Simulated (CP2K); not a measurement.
In3Se under changes of volume

One of the cells (27.713 Å³/atom); the others are scaled copies at fixed shape and fractional positions:

```
CELL_PARAMETERS angstrom
4.80376 0.00000 0.00000
0.00000 4.80376 0.00000
0.00000 0.00000 4.80376
ATOMIC_POSITIONS crystal
In 0.50000 0.50000 0.00000
In 0.50000 0.00000 0.50000
In 0.00000 0.50000 0.50000
Se 0.00000 0.00000 0.00000
```

The cell comes from a database or a generator and needn't be the stable form of this composition.

| Property | Result |
| --- | --- |
| Program | CP2K 2026.2 |
| Functional | PBE |
| Potentials or basis | POTENTIAL_UZH In GTH-PBE-q13, Se GTH-PBE-q6; TZVP-MOLOPT-PBE-GTH basis |
| Density cutoff | 6123 eV |
| k mesh | 6 × 6 × 6 |
| Occupations | fermi-dirac, width 0.05 eV |
| Spin | no spin polarisation |

| volume (Å³/atom) | energy over the lowest point (meV/atom) | pressure (GPa) |
| --- | --- | --- |
| 26.050 | 10.37 | 2.3 |
| 26.604 | 4.14 | 1.4 |
| 27.159 | 0.81 | 0.6 |
| 27.713 | 0.00 | -0.1 |
| 28.267 | 1.41 | -0.7 |
| 28.822 | 4.81 | -1.3 |
| 29.376 | ? | ? |

What does the run at 29.376 Å³/atom give?

Energy over the lowest point 9.99 meV/atom; pressure -1.7 GPa.

Worked out: A Birch-Murnaghan fit of order 3 (a polynomial in V^(-2/3)) to the other rows has its minimum at 27.63 Å³/atom with B0 = V·E''(V) = 33 GPa and B' = 5.4. It gives 9.91 meV/atom at 29.376 Å³/atom, against the run's 9.99, and -dE/dV = -1.7 GPa, against -1.7.

Energies are extrapolated to zero smearing.

Caveats: the basis of atomic orbitals isn't converged, which shifts pressures, moduli and gaps.
